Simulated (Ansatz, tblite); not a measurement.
# SnEt3(SiMe3) (C9H24SiSn): one state, many levels

An exercise on one series of results from a longer session: the logs are not shown, and one member is left open.

Method: as each input shows; program: Ansatz 0.2.0, Gaussian basis.

Levels to be run: GFN1-xTB, GFN2-xTB, PBE-D4/def2-TZVP, r2SCAN-D4/def2-TZVP, PBE-D4/def2-SVP, PBE0-D4/def2-SVP, MP2/def2-SVP.

6 further runs of the same task are left out: 3 that didn't finish, 3 set aside as unsound or not needed. Runs told in other sessions of the task aren't counted.

**The structure**

The geometry is that of the singlet, from an earlier relaxation (PBE-D4/def2-SVP).

35 atoms, charge 0, spin multiplicity 1.

Bond lengths: Sn1–C2 2.200 Å, Sn1–C9 2.200 Å, Sn1–C16 2.200 Å, Sn1–Si23 2.598 Å, C2–C3 1.531 Å, C2–H4 1.110 Å, C2–H5 1.111 Å, C3–H6 1.112 Å, C3–H7 1.111 Å, C3–H8 1.110 Å, C9–C10 1.530 Å, C9–H11 1.110 Å, C9–H12 1.111 Å, C10–H13 1.112 Å, C10–H14 1.111 Å, C10–H15 1.111 Å, C16–C17 1.530 Å, C16–H18 1.110 Å and more. Angles: C2–Sn1–C9 107.5°, C2–Sn1–C16 108.7°, C2–Sn1–Si23 111.2°, C9–Sn1–C16 106.1°, C9–Sn1–Si23 109.7°, C16–Sn1–Si23 113.5°, Sn1–C2–C3 113.0°, Sn1–C2–H4 107.4°, Sn1–C2–H5 107.3°, C3–C2–H4 111.2°, C3–C2–H5 111.2°, H4–C2–H5 106.5°, C2–C3–H6 112.3°, C2–C3–H7 111.8°, C2–C3–H8 111.9°, H6–C3–H7 106.8°, H6–C3–H8 106.8°, H7–C3–H8 106.7° and more.

Sn takes a core potential in the def2 sets. No spin-orbit coupling is included.

PBE0-D4/def2-TZVP was run before; its log isn't repeated, and its numbers join the tables.

Set-up of the first run:

Tight binding, by tblite at 300 K electronic temperature and without a spin-polarisation term:

```python
tblite.interface.Calculator('GFN1-xTB', numbers, positions, charge=0, uhf=0).singlepoint()
```

Tight binding, by tblite at 300 K electronic temperature and without a spin-polarisation term:

```python
tblite.interface.Calculator('GFN2-xTB', numbers, positions, charge=0, uhf=0).singlepoint()
```

start.molden holds the orbitals of an earlier run on this state, given as this run's starting guess.

Input file in.yaml:

```yaml
crystal:
  periodic: [false, false, false]
  atoms:
    - {symbol: Sn, position_ang: [0.109527, 0.592532, 0.298595]}
    - {symbol: C, position_ang: [0.259938, 0.636193, 2.492668]}
    - {symbol: C, position_ang: [0.979012, -0.586086, 3.068366]}
    - {symbol: H, position_ang: [-0.772037, 0.720218, 2.894086]}
    - {symbol: H, position_ang: [0.783030, 1.576495, 2.768576]}
    - {symbol: H, position_ang: [1.051795, -0.549139, 4.177556]}
    - {symbol: H, position_ang: [0.456019, -1.532213, 2.812049]}
    - {symbol: H, position_ang: [2.015501, -0.678370, 2.680801]}
    - {symbol: C, position_ang: [2.155464, 0.690862, -0.505223]}
    - {symbol: C, position_ang: [2.197445, 0.710779, -2.034656]}
    - {symbol: H, position_ang: [2.712589, -0.179915, -0.099727]}
    - {symbol: H, position_ang: [2.635091, 1.597064, -0.077754]}
    - {symbol: H, position_ang: [3.236078, 0.762773, -2.429066]}
    - {symbol: H, position_ang: [1.732290, -0.198015, -2.473032]}
    - {symbol: H, position_ang: [1.650812, 1.582582, -2.452461]}
    - {symbol: C, position_ang: [-0.901217, 2.426614, -0.376024]}
    - {symbol: C, position_ang: [-0.126345, 3.697575, -0.022063]}
    - {symbol: H, position_ang: [-1.916608, 2.433989, 0.073006]}
    - {symbol: H, position_ang: [-1.044696, 2.335367, -1.473377]}
    - {symbol: H, position_ang: [-0.643895, 4.617087, -0.374019]}
    - {symbol: H, position_ang: [0.013315, 3.806436, 1.074213]}
    - {symbol: H, position_ang: [0.886430, 3.704242, -0.477464]}
    - {symbol: Si, position_ang: [-1.046458, -1.585409, -0.518791]}
    - {symbol: C, position_ang: [-1.796979, -1.318690, -2.245168]}
    - {symbol: C, position_ang: [0.246472, -2.977169, -0.607710]}
    - {symbol: C, position_ang: [-2.422666, -2.089739, 0.692301]}
    - {symbol: H, position_ang: [-2.294484, -2.244513, -2.605288]}
    - {symbol: H, position_ang: [-1.017316, -1.041222, -2.984006]}
    - {symbol: H, position_ang: [-2.553628, -0.507572, -2.232329]}
    - {symbol: H, position_ang: [1.070401, -2.715095, -1.302929]}
    - {symbol: H, position_ang: [0.695286, -3.172719, 0.387803]}
    - {symbol: H, position_ang: [-0.215141, -3.922164, -0.965883]}
    - {symbol: H, position_ang: [-2.019051, -2.249728, 1.713258]}
    - {symbol: H, position_ang: [-3.207899, -1.308983, 0.758351]}
    - {symbol: H, position_ang: [-2.908076, -3.034088, 0.365322]}
basis:
  gaussian: {orbitals: def2-TZVP, initial_orbitals: start.molden}
hamiltonian: {xc: pbe, dispersion: d4}
scf: {omitted_lower_state_checks: [starts]}
output: {forces: true, orbitals: {seedname: orbitals}}
```

Started as:

```bash
ansatz run in.yaml --threads 4 --pin off --events-out ev --progress --plain --max-ram 6963MiB
```

Among the steps run: PBE-D4/def2-TZVP; r2SCAN-D4/def2-TZVP; PBE-D4/def2-SVP; PBE0-D4/def2-SVP; MP2/def2-SVP.

One of the session's tables, all rows but one given; the rest of the session is left out.

It belongs to the step «Binding energy». 

```
              level  binding an atom (eV)
        HF/def2-SVP                 2.995
    PBE-D4/def2-SVP                 3.988
   PBE-D4/def2-TZVP                 3.967
r2SCAN-D4/def2-TZVP                 3.920
   PBE0-D4/def2-SVP                 3.957
  PBE0-D4/def2-TZVP                 3.931
       MP2/def2-SVP                     ?
```

Q: Estimate the row for MP2/def2-SVP from the others.

**Answer.** binding an atom (eV): 3.762. In the column «binding an atom (eV)» it lies between HF/def2-SVP (2.995) and r2SCAN-D4/def2-TZVP (3.920).

Limits of these values: Free atoms were run apart at each level; binding is atoms less cluster, divided by the number of atoms, without zero-point or spin-orbit terms.
